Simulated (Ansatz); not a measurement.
# Zn4C: the cost of one run

Computed with Ansatz 0.2.0 (DFT PBE, scalar-relativistic, plane waves, PAW, unless a step's input says otherwise).

1 further run of the same task is left out (it didn't finish).

## Step 1: The structure to begin with

It takes space group P-43m (No. 215, cubic). The conventional cell has a = 4.443 Å, b = 4.443 Å, c = 4.443 Å, α = 90.00°, β = 90.00°, γ = 90.00°. Around Zn (site symmetry 3m) lie 1 C at 1.88 Å. C (site symmetry -43m) has 4 Zn at 1.88 Å as nearest neighbours.

Coordinates:

```
Zn C
1.0
     4.44255    0.00000    0.00000
     0.00000    4.44255    0.00000
     0.00000    0.00000    4.44255
Zn C
4 1
Direct
  0.24378 0.75622 0.75622
  0.75622 0.24378 0.75622
  0.75622 0.75622 0.24378
  0.24378 0.24378 0.24378
  0.00000 0.00000 0.00000
```

A structure generator made this guess: species swapped into a database cell of SnI4 (P-43m, No. 215), with C on the Sn sites and Zn on the I sites. Its size is a rough estimate.

## Step 2: The guess as it stands, on a coarse mesh

The input, input.yaml:

```yaml
crystal:
  lattice:
    - [4.44254949, 0.0, 0.0]
    - [0.0, 4.44254949, 0.0]
    - [0.0, 0.0, 4.44254949]
  atoms:
    - { symbol: Zn, position: [0.24378108, 0.75621892, 0.75621892] }
    - { symbol: Zn, position: [0.75621892, 0.24378108, 0.75621892] }
    - { symbol: Zn, position: [0.75621892, 0.75621892, 0.24378108] }
    - { symbol: Zn, position: [0.24378108, 0.24378108, 0.24378108] }
    - { symbol: C, position: [0.0, 0.0, 0.0] }
basis:
  ecutwfc: 420
kpoints:
  mp_grid: { grid: [4, 4, 4] }
hamiltonian:
  xc: pbe
scf:
  occupations: { method: gaussian, width: 0.1 }
  lower_state_search: "off"
output:
  forces: true
  stress: true
  eigenvalues: true
```

Run with:

```
> ansatz run input.yaml --threads 1 --pin off --max-ram 2560MiB --backend cpu --events-out ev --progress --plain --runs-dir out
```

What time and memory should one allow on 1 thread of Arm Neoverse V2, shared host?

About 2.4 s, with a peak of 0.28 GiB.
